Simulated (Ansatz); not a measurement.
# CH4OSSi: rigid scan of one bond length, by script

How does the energy of CH4OSSi change as one bond is stretched? Aim: a rigid scan of one bond length, for CH4OSSi, run from a script.

Program: Ansatz 0.2.0, driven from Python. Level of theory: MP2/def2-SVP. These are calculated values, not measurements.

### Step 1. The structure

Bond lengths: O1–Si2 1.587 Å, Si2–C3 1.789 Å, Si2–S4 2.221 Å, C3–S4 1.715 Å, O1–H5 0.999 Å, Si2–H6 1.495 Å, C3–H7 1.142 Å, C3–H8 1.024 Å. Angles: O1–Si2–C3 117.5°, O1–Si2–S4 103.3°, O1–Si2–H6 115.3°, C3–Si2–S4 49.2°, C3–Si2–H6 124.3°, S4–Si2–H6 102.3°, Si2–O1–H5 117.8°, Si2–C3–S4 78.7°, Si2–C3–H7 115.0°, Si2–C3–H8 119.4°, S4–C3–H7 111.3°, S4–C3–H8 119.6°, H7–C3–H8 109.9°, Si2–S4–C3 52.2°.

The script holds or builds the structure itself.

### Step 2. The code

scan_ch4ossi.py

```python
# -*- coding: utf-8 -*-
"""Stretching a bond of CH4OSSi, the rest held rigid."""

import ansatz
import numpy as np

geometry_ang = [
    ("O", [-1.4998, 1.0579, -0.164]),
    ("Si", [-0.076, 0.6732, 0.4219]),
    ("C", [0.453, -1.0279, 0.2562]),
    ("S", [0.9028, -0.3845, -1.2687]),
    ("H", [-1.6651, 0.8889, -1.1351]),
    ("H", [0.8499, 1.8235, 0.6554]),
    ("H", [1.3706, -1.3103, 0.8744]),
    ("H", [-0.2432, -1.7779, 0.3041]),
]
geometry = ansatz.Crystal.molecule()
for symbol, xyz in geometry_ang:
    geometry = geometry.atom(symbol, xyz)

symbols = [site.symbol for site in geometry.cartesian_sites]
start = np.array([site.position_ang for site in geometry.cartesian_sites])
axis = (start[0] - start[1]) / np.linalg.norm(start[0] - start[1])
moving = [0, 4]
lengths, energies = [1.35, 1.46, 1.59, 1.75, 1.98, 2.38, 2.86, 3.49], []
for length in lengths:
    xyz = start.copy()
    xyz[moving] += (length - np.linalg.norm(start[0] - start[1])) * axis
    point = ansatz.Crystal.molecule()
    for symbol, place in zip(symbols, xyz):
        point = point.atom(symbol, place.tolist())
    model = point.calculation().basis(gaussian="def2-SVP").correlation("MP2")
    data = model.run().report
    energies.append(data["free_energy_ev"])
    print(f"r = {length:6.3f} A  E = {energies[-1]:.5f} eV  <S^2> = {abs(data['mean_field']['state']['spin_squared']):.3f}")

print("energy above the lowest point (eV):", [round(e - min(energies), 3) for e in energies])
```

### Step 3. The input behind the calls

The engine receives this input (first run):

```yaml
crystal:
  periodic: [false, false, false]
  atoms:
    - { symbol: O, position_ang: [-1.2871935818679292, 1.0004553525386939, -0.07651151820228944] }
    - { symbol: Si, position_ang: [-0.076, 0.6732, 0.4219] }
    - { symbol: C, position_ang: [0.453, -1.0279, 0.2562] }
    - { symbol: S, position_ang: [0.9028, -0.3845, -1.2687] }
    - { symbol: H, position_ang: [-1.4524935818679292, 0.8314553525386938, -1.0476115182022894] }
    - { symbol: H, position_ang: [0.8499, 1.8235, 0.6554] }
    - { symbol: H, position_ang: [1.3706, -1.3103, 0.8744] }
    - { symbol: H, position_ang: [-0.2432, -1.7779, 0.3041] }
basis:
  gaussian:
    orbitals: def2-SVP
correlation:
  method: mp2
```

### Step 4. Launch

On the command line:

```
$ python scan_ch4ossi.py
```

What it wrote:

```text
r =  1.350 A  E = -21814.08008 eV  <S^2> = 0.000
r =  1.460 A  E = -21815.94626 eV  <S^2> = 0.000
r =  1.590 A  E = -21816.78110 eV  <S^2> = 0.000
r =  1.750 A  E = -21816.74264 eV  <S^2> = 0.000
r =  1.980 A  E = -21815.84036 eV  <S^2> = 0.000
r =  2.380 A  E = -21813.92182 eV  <S^2> = 0.000
r =  2.860 A  E = -21812.31027 eV  <S^2> = 0.000
r =  3.490 A  E = -21811.42211 eV  <S^2> = 0.000
energy above the lowest point (eV): [2.701, 0.835, 0.0, 0.038, 0.941, 2.859, 4.471, 5.359]
```

It took 8.9 s on 1 thread of INTEL XEON PLATINUM 8581C at 2.10GHz (Emerald Rapids), shared host; peak memory 0.26 GiB.

### Step 5. What changed from run to run

The engine's inputs for some of the other runs:

Run 2, against run 1:

```diff
@@ -4 +4 @@
-    - { symbol: O, position_ang: [-1.2871935818679292, 1.0004553525386939, -0.07651151820228944] }
+    - { symbol: O, position_ang: [-1.38588342927939, 1.0271206034862912, -0.1171228270928463] }
@@ -8 +8 @@
-    - { symbol: H, position_ang: [-1.4524935818679292, 0.8314553525386938, -1.0476115182022894] }
+    - { symbol: H, position_ang: [-1.55118342927939, 0.8581206034862912, -1.0882228270928462] }
```

Run 6, against run 1:

```diff
@@ -4 +4 @@
-    - { symbol: O, position_ang: [-1.2871935818679292, 1.0004553525386939, -0.07651151820228944] }
+    - { symbol: O, position_ang: [-2.211289425811608, 1.2501390659571048, -0.45678104690477683] }
@@ -8 +8 @@
-    - { symbol: H, position_ang: [-1.4524935818679292, 0.8314553525386938, -1.0476115182022894] }
+    - { symbol: H, position_ang: [-2.3765894258116083, 1.0811390659571047, -1.4278810469047767] }
```

Run 7, against run 1:

```diff
@@ -4 +4 @@
-    - { symbol: O, position_ang: [-1.2871935818679292, 1.0004553525386939, -0.07651151820228944] }
+    - { symbol: O, position_ang: [-2.641936032697983, 1.3664965246375291, -0.6339940311544796] }
@@ -8 +8 @@
-    - { symbol: H, position_ang: [-1.4524935818679292, 0.8314553525386938, -1.0476115182022894] }
+    - { symbol: H, position_ang: [-2.8072360326979826, 1.197496524637529, -1.6050940311544797] }
```

Lines on the test bed's own set-up are left out of the output.

A comment line of the script is reworded here; the code is as run.

### Step 6. Run by run

One row for each of the 8 runs:

| run | distance (Å) | energy from run 3 (eV) | iterations in all | CPU time (s) |
| --- | --- | --- | --- | --- |
| 1 | 1.35 | 2.7010 | 11 | 0.73 |
| 2 | 1.46 | 0.8348 | 11 | 0.68 |
| 3 | 1.59 | 0.0000 | 11 | 0.72 |
| 4 | 1.75 | 0.0385 | 11 | 0.62 |
| 5 | 1.98 | 0.9407 | 11 | 0.69 |
| 6 | 2.38 | 2.8593 | 17 | 0.93 |
| 7 | 2.86 | 4.4708 | 38 | 2 |
| 8 | 3.49 | 5.3590 | 40 | 2 |

### Step 7. Outcome

```
                  quantity     value
             runs compared         8
           range of energy  5.359 eV
lowest point, distance (Å)      1.59
```

What this shows: The lowest point, at 1.59, lies inside the range. The ends stand 2.7 and 5.36 eV above it. The distance scanned is the script's pair 1, 0. What to keep in mind:
- The rest of the molecule is held rigid at a force-field or estimated start geometry, and the basis set is modest; single-reference methods fail as a bond breaks.
- The orbitals are restricted, so S² is zero by construction.
- Toward dissociation an unrestricted state lies under the restricted one, by 1 to 2 eV or more.
